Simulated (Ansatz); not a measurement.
# ClH7OSi3, SMILES O[SiH2][SiH]([SiH3])Cl: a comparison of dispersion corrections

Program: Ansatz 0.2.0, Python API.

Run as a notebook:

```python
import ansatz as az
```

```python
geometry_ang = [
    ("O", [-2.4427, 0.6206, 1.4932]),
    ("Si", [-1.3957, -0.3285, 0.7239]),
    ("Si", [0.483, 0.8216, 0.1029]),
    ("Si", [1.8811, -0.7161, -0.9757]),
    ("Cl", [0.0319, 2.3908, -1.1233]),
    ("H", [-2.9833, 1.2976, 0.9127]),
    ("H", [-1.0288, -1.4421, 1.6426]),
    ("H", [-2.0186, -0.8617, -0.4861]),
    ("H", [1.222, 1.415, 1.3422]),
    ("H", [3.0859, -0.1226, -1.418]),
    ("H", [1.0807, -1.2797, -2.1313]),
    ("H", [2.1615, -1.8499, -0.0493]),
]
system = az.Crystal.molecule()
for symbol, xyz in geometry_ang:
    system = system.atom(symbol, xyz)
```

```python
job = system.calculation().basis(gaussian="def2-SVP")
for name in ["blyp", "pbe"]:
    for correction in ("d3bj", "d4"):
        rep = job.functional(name, dispersion=correction).run(threads=1, pin="off").report
        print(f"{name:8s} {correction:5s} total {rep['free_energy_ev']:.5f} eV, of which dispersion {1000 * rep['dispersion']['energy']['ev']:.2f} meV")
```

    blyp     d3bj  total -38304.47181 eV, of which dispersion -768.06 meV
    blyp     d4    total -38304.42386 eV, of which dispersion -720.12 meV
    pbe      d3bj  total -38285.57638 eV, of which dispersion -340.20 meV
    pbe      d4    total -38285.57814 eV, of which dispersion -341.97 meV

Reading the output:
- Total energies depend on the basis set; only differences at equal settings carry meaning.
- The geometry is a force-field or estimated start, not a minimum of this method, and the basis set is short of its limit. D4 holds the three-body term, and d3bj doesn't.
- Timing: 21 s on 1 thread of Intel(R) Xeon(R) Platinum 8259CL CPU @ 2.50GHz (Skylake/Cascade Lake) (shared host), peak memory 0.23 GiB.
